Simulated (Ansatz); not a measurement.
Task: a projected density of states of K2RbYI6, space group Fm-3m, with Ansatz 0.2.0 through its Python package. Give the script and its output. Use: PBEsol, PAW, cutoff 470 eV, 4×4×4 k-points, fixed occupations.

```
K Rb Y I
1.0
     0.00000    6.48668    6.48668
     6.48668    0.00000    6.48668
     6.48668    6.48668    0.00000
K Rb Y I
2 1 1 6
Direct
  0.75000 0.75000 0.75000
  0.25000 0.25000 0.25000
  0.50000 0.50000 0.50000
  0.00000 0.00000 0.00000
  0.76705 0.23295 0.23295
  0.23295 0.23295 0.76705
  0.23295 0.76705 0.76705
  0.23295 0.76705 0.23295
  0.76705 0.23295 0.76705
  0.76705 0.76705 0.23295
```

Script `pdos_k2rbyi6.py`:
```python
"""Which atoms and shells make the states of K2RbYI6."""

import ansatz as az
import numpy as np

k2rbyi6 = (
    az.Lattice.from_parameters(9.173554, 9.173554, 9.173554, alpha=60.0, beta=60.0, gamma=60.0)
    .atom("K", (0.75, 0.75, 0.75))
    .atom("K", (0.25, 0.25, 0.25))
    .atom("Rb", (0.5, 0.5, 0.5))
    .atom("Y", (0.0, 0.0, 0.0))
    .atom("I", (0.767049, 0.232951, 0.232951))
    .atom("I", (0.232951, 0.232951, 0.767049))
    .atom("I", (0.232951, 0.767049, 0.767049))
    .atom("I", (0.232951, 0.767049, 0.232951))
    .atom("I", (0.767049, 0.232951, 0.767049))
    .atom("I", (0.767049, 0.767049, 0.232951))
)

model = k2rbyi6.calculation()
model = model.functional("pbesol")
model = model.basis(470).kpoints(4, 4, 4)
model = model.occupations("fixed")
model = model.scf(extra_bands=26).density_of_states(projected=True, method="smearing", broadening_width=0.15, energy_step=0.1)
out = model.run()
summary = out.report

dos = out.density_of_states()
energy = np.asarray(dos.energies_ev) - dos.fermi_ev
curves = {}
for site in out.projected_density_of_states().sites:
    for shell in site.shells:
        weight = sum(np.sum(curve.g_bin_mean_per_ev, axis=0) for curve in shell.curves)
        name = f"{site.species} {shell.label}"
        curves[name] = curves.get(name, 0) + weight

print("E-EF   " + " ".join(f"{name:>8s}" for name in curves))
for e in np.arange(-6, 6 + 0.1, 1.0):
    print(f"{e:5.1f}  " + " ".join(f"{np.interp(e, energy, g):8.3f}" for g in curves.values()))
```

Output of `python pdos_k2rbyi6.py`:
```text
E-EF       K 3S     K 4S     K 3P    Rb 4S    Rb 5S    Rb 4P     Y 4S     Y 5S     Y 4P     Y 4D     I 5S     I 5P     I 4D
 -6.0     0.000    0.000    0.000    0.000    0.000    0.000    0.000    0.000    0.000    0.000    0.000    0.000    0.000
 -5.0     0.000    0.000    0.000    0.000    0.000    0.000    0.000    0.000    0.000    0.000    0.000    0.000    0.000
 -4.0     0.000    0.000    0.000    0.000    0.000    0.000    0.000    0.000    0.000    0.000    0.000    0.000    0.000
 -3.0     0.000    0.000    0.000    0.000    0.000    0.000    0.000    0.000    0.000    0.000    0.000    0.001    0.000
 -2.0     0.000    0.010    0.000    0.003    0.059    0.002    0.000    0.013    0.003    0.092    0.003    0.818    0.000
 -1.0     0.000    0.069    0.000    0.001    0.018    0.004    0.000    0.000    0.002    0.035    0.007    2.572    0.000
  0.0     0.000    0.000    0.000    0.000    0.000    0.001    0.000    0.000    0.000    0.004    0.001    7.243    0.000
  1.0     0.000    0.000    0.000    0.000    0.000    0.000    0.000    0.000    0.000    0.000    0.000    0.000    0.000
  2.0     0.000    0.000    0.000    0.000    0.000    0.000    0.000    0.000    0.000    0.000    0.000    0.000    0.000
  3.0     0.000    0.080    0.000    0.000    0.007    0.000    0.000    0.003    0.000    0.143    0.008    0.012    0.000
  4.0     0.000    1.568    0.000    0.000    0.159    0.000    0.000    0.033    0.000    0.242    0.081    0.258    0.000
  5.0     0.000    0.120    0.000    0.000    0.336    0.006    0.000    0.144    0.000    3.510    0.273    1.044    0.002
  6.0     0.000    0.058    0.001    0.000    0.183    0.003    0.005    0.961    0.000    0.331    0.120    0.463    0.000
```

Semilocal gaps usually lie well under measured ones. With fixed filling the reported Fermi level is the top filled level among the k-points of the SCF. The empty d shell of the heavier alkali and alkaline-earth atoms, which makes much of a conduction band, may have no channel. The crystal has a gap of about 3.11 eV on the mesh; density of states inside it is the tail of the broadening. The structure comes from a database of computed cells and needn't be a stable or known phase. Curves are summed over the cell's atoms. Only shells that the potentials hold have channels, so projections don't add up to the total, least of all where a shell is missing (p of most metals); heights and places of peaks move with the mesh. The computed bands are complete only to about 7.2 eV above the Fermi level; beyond that the density of states is undercounted. Wall time of the script: 35 s on 1 thread of Arm Neoverse V1 (shared host), peak memory 1 GiB.
